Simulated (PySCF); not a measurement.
# CH8B2N2: electronic excitations and core binding energies

What electronic excitations and core binding energies should CH8B2N2 (`BNCBN`) show?

The runs use PySCF 2.14.0, with density-fitted response routines of our own; the level of theory stands in each step. All values are computed, except where a source is named. Atoms count from 0, in the outputs and in this text.

## 1. The molecule as given

13 atoms, charge 0, multiplicity 1; geometry from: GFN2-xTB.

Bonds of the start (Å): B0–N1 1.37, N1–C2 1.46, C2–B3 1.60, B3–N4 1.38, B0–H5 1.17, B0–H6 1.17, N1–H7 1.01, C2–H8 1.10, C2–H9 1.09, B3–H10 1.17, N4–H11 1.01, N4–H12 1.01.

## 2. Excited states and response: PBE0/def2-SVPD

The job: settings as JSON, then the geometry in Å.

```
{"job": {"kind": "uv", "xc": "PBE0", "basis": "def2-SVPD", "nstates": 8, "ntriplets": 3}, "charge": 0, "multiplicity": 1}
B     -1.691202    -0.079246    -1.120297
N     -0.759935    -0.776179    -0.391544
C     -0.258981    -0.476709     0.944097
B      1.172697     0.234316     0.955535
N      1.685159     0.699772    -0.234076
H     -1.924532    -0.424437    -2.218792
H     -2.234573     0.840253    -0.634163
H     -0.268859    -1.559582    -0.798801
H     -0.247426    -1.401055     1.534417
H     -0.983490     0.182774     1.430402
H      1.776606     0.370908     1.949782
H      2.559578     1.186102    -0.335965
H      1.170570     0.619827    -1.098324
```

Method: TDDFT PBE0/def2-SVPD, vertical, gas phase, core orbitals frozen in the response.

On the command line:

```sh
OMP_NUM_THREADS=1 python probes_run.py task.json out
```

The driver reads the jobs from task.json and runs them one after another.

The log of the run:

```text
coarse grid: 10344 points
cycle   1  E = -201.7429417644  dE =  3.326e-01  |g| = 4.085e-01  |ddm| = 4.998e+00
cycle   2  E = -201.7406275817  dE =  2.314e-03  |g| = 4.498e-01  |ddm| = 1.263e+00
cycle   3  E = -201.7866909662  dE = -4.606e-02  |g| = 8.038e-02  |ddm| = 5.641e-01
cycle   4  E = -201.7881895537  dE = -1.499e-03  |g| = 2.014e-02  |ddm| = 1.113e-01
cycle   5  E = -201.7882814733  dE = -9.192e-05  |g| = 6.610e-03  |ddm| = 3.260e-02
cycle   6  E = -201.7882902307  dE = -8.757e-06  |g| = 2.057e-03  |ddm| = 1.149e-02
final grid: 98584 points
cycle   7  E = -201.8096684135  dE = -3.414e-05  |g| = 7.387e-03  |ddm| = 9.259e-02
cycle   8  E = -201.8096608961  dE =  7.517e-06  |g| = 9.554e-03  |ddm| = 1.948e-02
cycle   9  E = -201.8096813059  dE = -2.041e-05  |g| = 9.464e-04  |ddm| = 9.215e-03
cycle  10  E = -201.8096815279  dE = -2.220e-07  |g| = 2.042e-04  |ddm| = 1.393e-03
cycle  11  E = -201.8096815365  dE = -8.592e-09  |g| = 5.906e-05  |ddm| = 3.157e-04
cycle  12  E = -201.8096815372  dE = -7.622e-10  |g| = 2.052e-05  |ddm| = 1.318e-04
converged SCF energy = -201.8096815372

Static polarisability (au): isotropic 58.864, principal 49.752 57.552 69.286

Singlet excitations
state   eV       nm        f      main configurations
  1   6.4186    193.2   0.01546   H->L+1 0.53, H->L 0.27, H->L+2 0.18
  2   6.7430    183.9   0.01132   H->L+1 0.42, H->L 0.27, H->L+2 0.25
  3   7.0068    176.9   0.18400   H->L+2 0.52, H->L 0.41
  4   7.2348    171.4   0.00799   H-2->L 0.76, H-1->L 0.10
  5   7.6799    161.4   0.03702   H-1->L+1 0.57, H-1->L 0.25
  6   7.7029    161.0   0.01900   H->L+3 0.81
  7   7.8982    157.0   0.01936   H->L+4 0.82
  8   7.9662    155.6   0.04229   H-1->L 0.49, H-1->L+1 0.17, H->L+4 0.11

Triplet excitations (Tamm-Dancoff, eV): 5.2673 6.0967 6.2816
```

Run time: 22 s. Hardware: 1 thread of Arm Neoverse V1, shared host; peak memory 0.64 GiB.

Frontier orbitals and where they lie:

```tsv
orbital	eV	atoms
HOMO−3	-9.76	B3 24 %, H10 20 %, N1 15 %
HOMO−2	-8.80	B0 35 %, H5 19 %, H6 18 %
HOMO−1	-8.68	N4 57 %, B3 15 %, C2 5 %
HOMO	-7.51	N1 42 %, C2 17 %, B0 13 %
LUMO	0.21	B0 35 %, N1 17 %, H6 10 %
LUMO+1	0.31	B3 38 %, B0 12 %, N4 10 %
LUMO+2	0.57	B3 38 %, B0 14 %, N4 12 %
```

With each of the 8 states as a Gaussian band of 0.4 eV half-width at 1/e, the curve within the window shown has maxima at 177 nm (ε 8,200), 160 nm (ε 4,500) L/(mol cm). Beyond the last state computed it falls off for lack of states. The curve at chosen wavelengths:

```json
{"nm": "150", "ε (L/mol/cm)": "1593"}
{"nm": "153", "ε (L/mol/cm)": "2897"}
{"nm": "155", "ε (L/mol/cm)": "3695"}
{"nm": "158", "ε (L/mol/cm)": "4393"}
{"nm": "160", "ε (L/mol/cm)": "4472"}
{"nm": "163", "ε (L/mol/cm)": "4327"}
{"nm": "165", "ε (L/mol/cm)": "4368"}
{"nm": "168", "ε (L/mol/cm)": "5039"}
{"nm": "170", "ε (L/mol/cm)": "5887"}
{"nm": "173", "ε (L/mol/cm)": "7303"}
{"nm": "175", "ε (L/mol/cm)": "7971"}
{"nm": "178", "ε (L/mol/cm)": "8105"}
{"nm": "180", "ε (L/mol/cm)": "7582"}
{"nm": "183", "ε (L/mol/cm)": "6170"}
{"nm": "185", "ε (L/mol/cm)": "5065"}
{"nm": "188", "ε (L/mol/cm)": "3527"}
{"nm": "190", "ε (L/mol/cm)": "2694"}
{"nm": "193", "ε (L/mol/cm)": "1769"}
{"nm": "195", "ε (L/mol/cm)": "1335"}
{"nm": "198", "ε (L/mol/cm)": "879"}
{"nm": "200", "ε (L/mol/cm)": "663"}
{"nm": "203", "ε (L/mol/cm)": "427"}
{"nm": "205", "ε (L/mol/cm)": "312"}
{"nm": "208", "ε (L/mol/cm)": "187"}
{"nm": "210", "ε (L/mol/cm)": "129"}
{"nm": "213", "ε (L/mol/cm)": "71"}
```

Leading natural transition orbitals of singlet state 3: the hole lies on N1 33 %; C2 16 %; B0, B3 about 12 % each; the particle on B0 26 %; H5, H6 about 15 % each; N1 10 %.

Leading natural transition orbitals of singlet state 1: the hole lies on N1 34 %; C2 16 %; B0, B3 about 12 % each; the particle on B3 39 %; H10 16 %; N4 11 %.

Further results of this job:

```tsv
property	computed
dipole moment (D)	2.03
polarisability (Å³)	8.72
HOMO–LUMO gap (eV)	7.73
−ε(HOMO) (eV)	7.51
```

Orbitals, density, ELF and potential are computed afterwards from the orbital file.

Frontier orbitals at PBE0/def2-SVPD, with the share of their density that lies nearest to each atom:

```tsv
orbital	energy (eV)	lies on
HOMO	-7.51	N1 40 %; B0, B3 about 12 % each; C2 13 %
LUMO	0.21	B0 28 %; H5, H6 about 15 % each; N1 11 %
```

ELF in a plane through or near 8 of the atoms.

Values, 10 rows by 14 columns:
```
0.00 0.00 0.00 0.00 0.00 0.00 0.00 0.00 0.00 0.00 0.00 0.00 0.00 0.00
0.00 0.00 0.00 0.00 0.00 0.00 0.01 0.01 0.00 0.00 0.00 0.00 0.00 0.00
0.00 0.00 0.00 0.03 0.01 0.01 0.27 0.27 0.06 0.00 0.00 0.00 0.00 0.00
0.00 0.00 0.60 1.00 0.90 0.18 0.47 0.65 0.18 0.09 0.03 0.00 0.00 0.00
0.00 0.00 0.89 1.00 0.99 0.19 0.93 0.39 0.64 0.69 0.28 0.06 0.00 0.00
0.00 0.00 0.01 0.08 0.49 0.82 0.21 0.38 0.88 0.28 0.54 0.82 0.12 0.00
0.00 0.00 0.01 0.55 0.85 0.28 0.90 0.05 0.56 0.64 1.00 1.00 0.47 0.00
0.00 0.00 0.01 0.86 0.89 0.32 0.92 0.15 0.01 0.26 0.89 0.84 0.04 0.00
0.00 0.00 0.00 0.01 0.03 0.01 0.03 0.00 0.00 0.00 0.01 0.00 0.00 0.00
0.00 0.00 0.00 0.00 0.00 0.00 0.00 0.00 0.00 0.00 0.00 0.00 0.00 0.00
```
The map spans 10.7 Å across and 9.0 Å up, centred on the molecule. Atoms in the plane (x, y in Å): B0 (2.0, -0.3), C2 (-0.1, 1.1), B3 (-1.5, 0.3), N4 (-1.5, -1.1), H5 (2.7, -1.1), H10 (-2.5, 0.9), H11 (-2.3, -1.7), H12 (-0.7, -1.6).

On the surface of density 0.002 e/bohr³ the electrostatic potential runs, from the 1st to the 99th percentile, from -0.66 to 1.80 V.

## 3. Core holes by ΔSCF: SCAN, X2C

Settings changed since step 2:

```diff
@@ -1,2 +1,2 @@
-{"job": {"kind": "uv", "xc": "PBE0", "basis": "def2-SVPD", "nstates": 8, "ntriplets": 3}, "charge": 0, "multiplicity": 1}
+{"job": {"kind": "xps"}, "charge": 0, "multiplicity": 1}
 B     -1.691202    -0.079246    -1.120297
```

Method: delta-SCF UKS SCAN, pcX-2 on the ionised atom, pcseg-1 elsewhere, spin-free X2C.

The log of the run:

```text
ground state, core basis on atom 0 (B), 141 functions
  cycle   1  E = -202.07409603  |g| = 5.19e-01
  cycle   2  E = -202.03812313  |g| = 6.60e-01
  cycle   3  E = -202.14151381  |g| = 1.30e-01
  cycle   4  E = -202.14586366  |g| = 2.74e-02
  cycle   5  E = -202.14601353  |g| = 1.17e-02
  cycle   6  E = -202.14603753  |g| = 5.18e-03
  cycle   7  E = -202.14604473  |g| = 1.40e-03
  cycle   8  E = -202.14604546  |g| = 4.58e-04
  E(ground) = -202.15875316 Eh
hole in B 1s of atom 0
  cycle   1  E = -194.57671149  |g| = 1.16e+00
  cycle   2  E = -192.63969159  |g| = 1.81e+00
  cycle   3  E = -194.67789853  |g| = 7.77e-01
  cycle   4  E = -194.93453178  |g| = 2.77e-01
  cycle   5  E = -194.95123285  |g| = 2.58e-01
  cycle   6  E = -194.98447951  |g| = 6.29e-02
  cycle   7  E = -194.98647103  |g| = 2.79e-02
  cycle   8  E = -194.98707610  |g| = 1.41e-02
  cycle   9  E = -194.98743921  |g| = 9.47e-03
  cycle  10  E = -194.98768327  |g| = 6.44e-03
  cycle  11  E = -194.98783365  |g| = 3.50e-03
  cycle  12  E = -194.98786635  |g| = 1.43e-03
  cycle  13  E = -194.98787149  |g| = 5.83e-04
  cycle  14  E = -194.98787214  |g| = 2.31e-04
  E(ion) = -195.00053825 Eh   <S^2> = 0.9083   hole on atom = 1.000   binding energy = 194.785 eV
ground state, core basis on atom 1 (N), 141 functions
  cycle   1  E = -202.16425902  |g| = 7.20e-02
  cycle   2  E = -202.16425147  |g| = 1.09e-02
  cycle   3  E = -202.16420344  |g| = 1.74e-02
  cycle   4  E = -202.16428018  |g| = 2.68e-03
  cycle   5  E = -202.16428176  |g| = 3.69e-04
  E(ground) = -202.17443046 Eh
hole in N 1s of atom 1
  cycle   1  E = -186.57380669  |g| = 1.87e+00
  cycle   2  E = -185.90581260  |g| = 2.10e+00
  cycle   3  E = -187.23081693  |g| = 3.79e-01
  cycle   4  E = -187.27631403  |g| = 8.78e-02
  cycle   5  E = -187.27881125  |g| = 4.46e-02
  cycle   6  E = -187.27963293  |g| = 1.51e-02
  cycle   7  E = -187.27973964  |g| = 4.74e-03
  cycle   8  E = -187.27975184  |g| = 1.39e-03
  cycle   9  E = -187.27975306  |g| = 6.29e-04
  cycle  10  E = -187.27975351  |g| = 1.95e-04
  E(ion) = -187.28855118 Eh   <S^2> = 0.7663   hole on atom = 1.000   binding energy = 405.065 eV
ground state, core basis on atom 2 (C), 141 functions
  cycle   1  E = -202.15192606  |g| = 5.65e-02
  cycle   2  E = -202.15191471  |g| = 1.34e-02
  cycle   3  E = -202.15189954  |g| = 1.56e-02
  cycle   4  E = -202.15195714  |g| = 1.26e-03
  cycle   5  E = -202.15195704  |g| = 2.92e-04
  E(ground) = -202.16396789 Eh
hole in C 1s of atom 2
  cycle   1  E = -190.89989526  |g| = 1.51e+00
  cycle   2  E = -189.91461966  |g| = 2.01e+00
  cycle   3  E = -191.38102810  |g| = 4.11e-01
  cycle   4  E = -191.42201191  |g| = 2.87e-01
  cycle   5  E = -191.46006997  |g| = 7.20e-02
  cycle   6  E = -191.46208658  |g| = 2.23e-02
  cycle   7  E = -191.46230011  |g| = 1.05e-02
  cycle   8  E = -191.46235005  |g| = 4.17e-03
  cycle   9  E = -191.46236106  |g| = 1.32e-03
  cycle  10  E = -191.46236417  |g| = 5.81e-04
  cycle  11  E = -191.46236326  |g| = 1.47e-04
  E(ion) = -191.47296184 Eh   <S^2> = 0.7692   hole on atom = 1.000   binding energy = 290.917 eV
ground state, core basis on atom 3 (B), 141 functions
  cycle   1  E = -202.14616940  |g| = 4.92e-02
  cycle   2  E = -202.14609170  |g| = 2.88e-02
  cycle   3  E = -202.14619505  |g| = 2.07e-02
  cycle   4  E = -202.14629961  |g| = 4.73e-03
  cycle   5  E = -202.14630535  |g| = 6.09e-04
  cycle   6  E = -202.14630503  |g| = 1.76e-04
  E(ground) = -202.15902955 Eh
hole in B 1s of atom 3
  cycle   1  E = -194.55740006  |g| = 1.17e+00
  cycle   2  E = -192.34685681  |g| = 1.90e+00
  cycle   3  E = -194.74379705  |g| = 5.58e-01
  cycle   4  E = -194.92062855  |g| = 2.83e-01
  cycle   5  E = -194.94515807  |g| = 1.82e-01
  cycle   6  E = -194.96009118  |g| = 5.54e-02
  cycle   7  E = -194.96168085  |g| = 2.12e-02
  cycle   8  E = -194.96193133  |g| = 9.25e-03
  cycle   9  E = -194.96202253  |g| = 6.43e-03
  cycle  10  E = -194.96208146  |g| = 3.97e-03
  cycle  11  E = -194.96212504  |g| = 2.36e-03
  cycle  12  E = -194.96214578  |g| = 9.22e-04
  cycle  13  E = -194.96214715  |g| = 3.68e-04
  E(ion) = -194.97545921 Eh   <S^2> = 0.8163   hole on atom = 1.000   binding energy = 195.475 eV
ground state, core basis on atom 4 (N), 141 functions
  cycle   1  E = -202.16440836  |g| = 7.18e-02
  cycle   2  E = -202.16441305  |g| = 6.92e-03
  cycle   3  E = -202.16440340  |g| = 9.65e-03
  cycle   4  E = -202.16442359  |g| = 1.75e-03
  cycle   5  E = -202.16442354  |g| = 1.60e-04
  E(ground) = -202.17471360 Eh
hole in N 1s of atom 4
  cycle   1  E = -186.57447549  |g| = 1.86e+00
  cycle   2  E = -185.92141731  |g| = 2.05e+00
  cycle   3  E = -187.19664182  |g| = 4.25e-01
  cycle   4  E = -187.21566794  |g| = 3.30e-01
  cycle   5  E = -187.26740242  |g| = 6.45e-02
  cycle   6  E = -187.26918481  |g| = 1.69e-02
  cycle   7  E = -187.26933017  |g| = 4.85e-03
  cycle   8  E = -187.26934215  |g| = 1.79e-03
  cycle   9  E = -187.26934328  |g| = 6.85e-04
  cycle  10  E = -187.26934368  |g| = 2.30e-04
  E(ion) = -187.27845572 Eh   <S^2> = 0.7636   hole on atom = 1.000   binding energy = 405.348 eV
```

It took 47 s on 1 thread of Arm Neoverse V1, shared host; peak memory 0.43 GiB.

Binding energies by hole, beside the orbital energy of the ground state; the difference holds orbital relaxation and, for a density functional, its self-interaction error:

```tsv
hole	stands for	environment	ΔSCF (eV)	−ε (eV)	⟨S²⟩
B1s on B0	B0	boron bonded to N, 2 H	194.78 (doubtful)	179.1	0.908
N1s on N1	N1	nitrogen bonded to C, B, H	405.07	386.1	0.766
C1s on C2	C2	sp3 CH2 bonded to B and N	290.92	273.8	0.769
B1s on B3	B3	boron bonded to C, N, H	195.47	179.6	0.816
N1s on N4	N4	nitrogen bonded to B, 2 H	405.35	386.1	0.764
```

Doubtful: the ion did not converge, its hole moved, or its ⟨S²⟩ is well above 0.75.

## 4. Results

| quantity | value |
| --- | --- |
| lowest singlet (PBE0/def2-SVPD) | 6.42 eV (193 nm), f = 0.015 |
| brightest single state of those computed | state 3, 7.01 eV, f = 0.184 |
| lowest triplet | 5.27 eV |
| surface potential, 1st and 99th percentile | -0.66 V and 1.80 V |
| N1s binding energies, SCAN/pcX-2 | N4 405.35, N1 405.07 eV |
| C1s binding energies, SCAN/pcX-2 | C2 290.92 eV |
| B1s binding energies, SCAN/pcX-2 (standing for 1 of 2 atoms) | B3 195.47 eV |

What this shows: The first singlet state (HOMO→LUMO+1 0.53, HOMO→LUMO 0.27) lies at 6.42 eV and is weak; of the 8 states computed, the strongest absorption comes from state 3 at 7.01 eV. The lowest triplet lies 1.15 eV below the lowest singlet (triplets in Tamm-Dancoff, singlets in full TDDFT). N4 (nitrogen bonded to B, 2 H) binds its N1s electron 0.28 eV more tightly than N1 (nitrogen bonded to C, B, H).
